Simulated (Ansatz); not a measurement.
# GeOF (doublet): the correlation ladder at a displaced geometry (v2), cc-pVDZ

The task here is to estimate one member of a computed series from the others.

Program: Ansatz 0.2.0, Gaussian basis. Level of theory: cc-pVDZ, core rule «outside noble gas», up to 16 orbitals frozen. These are calculated values, not measurements.

Plan: UHF; CCSD(T) on ROHF; CCSD(T) on UHF; BCCD(T) on ROHF; CISD; CCSDT(Q) on ROHF; CCSDT(Q) on UHF; CASSCF and MRCISD+Q, 15 electrons in 11 orbitals; CASSCF and NEVPT2, 15 electrons in 11 orbitals.

25 further runs of the same task are left out: 2 for a known fault of the program, 12 that didn't finish, 11 set aside as unsound or not needed.

## The system

The geometry is a PBE0/def2-TZVP stationary point (not a proven minimum) with its atoms shifted at random (size 0.100 Å). No spin-orbit coupling is included. The filled d shell of Ge may be among the frozen orbitals whatever the setting's name suggests; the logs give the count.

3 atoms, charge 0, spin multiplicity 2.

Atoms are counted from 1 here; the program's logs count them from 0.

Bond lengths: F1–Ge3 1.751 Å, O2–Ge3 1.686 Å. Angles: F1–Ge3–O2 115.3°.

The first run:

Contents of in.yaml:

```yaml
crystal:
  periodic: [false, false, false]
  atoms:
    - {symbol: F, position_ang: [0.084066, 0.549880, 1.463631]}
    - {symbol: O, position_ang: [-0.080809, 0.690400, -1.432698]}
    - {symbol: Ge, position_ang: [-0.004188, -0.295881, -0.067240]}
basis:
  gaussian: {orbitals: cc-pVDZ}
magnetization: {spin_polarized: true, initial_magnetization: 1}
hamiltonian: {xc: hf}
output: {orbitals: {seedname: orbitals}}
```

On the command line:

```
$ ansatz run in.yaml --threads 1 --pin off --events-out ev --progress --plain --max-ram 2393MiB
```

Among the steps run: UHF; CCSD(T) on ROHF; CCSD(T) on UHF; BCCD(T) on ROHF; CISD; CCSDT(Q) on ROHF; CCSDT(Q) on UHF; CASSCF and MRCISD+Q, 15 electrons in 11 orbitals; CASSCF and NEVPT2, 15 electrons in 11 orbitals.

One of the session's tables, all rows but one given; the rest of the session is left out.

It belongs to the step «Misses and costs». 

```
          method  from RCCSDT(Q) (meV)
            ROHF              +12625.7
             UHF              +12471.5
            RMP2               +1393.2
            UMP2               +1321.1
           RCCSD                +487.5
           UCCSD                +481.1
        RCCSD(T)                +145.5
        UCCSD(T)                +143.9
         BCCD(T)                +108.0
          RCCSDT                 +73.8
          UCCSDT                 +71.6
       RCCSDT(Q)                     0
       UCCSDT(Q)                  -4.4
  CASSCF valence                     ?
  NEVPT2 valence               +1540.4
  MRCISD valence                +940.6
MRCISD+Q valence                +260.3
```

Q: Estimate the row for CASSCF valence from the others.

The run gave: from RCCSDT(Q) (meV): +9776.6. In the column «from RCCSDT(Q) (meV)» it lies between NEVPT2 valence (+1540.4) and UHF (+12471.5).

Not comparable, so not listed: CISD (they don't share determinant, frozen orbitals or solution with the rows shown, or repeat one).

To keep in mind: Restricted and unrestricted rows rest on different reference determinants; where their highest levels disagree by more than a few hundredths of an eV, they describe different states and don't form one ladder.
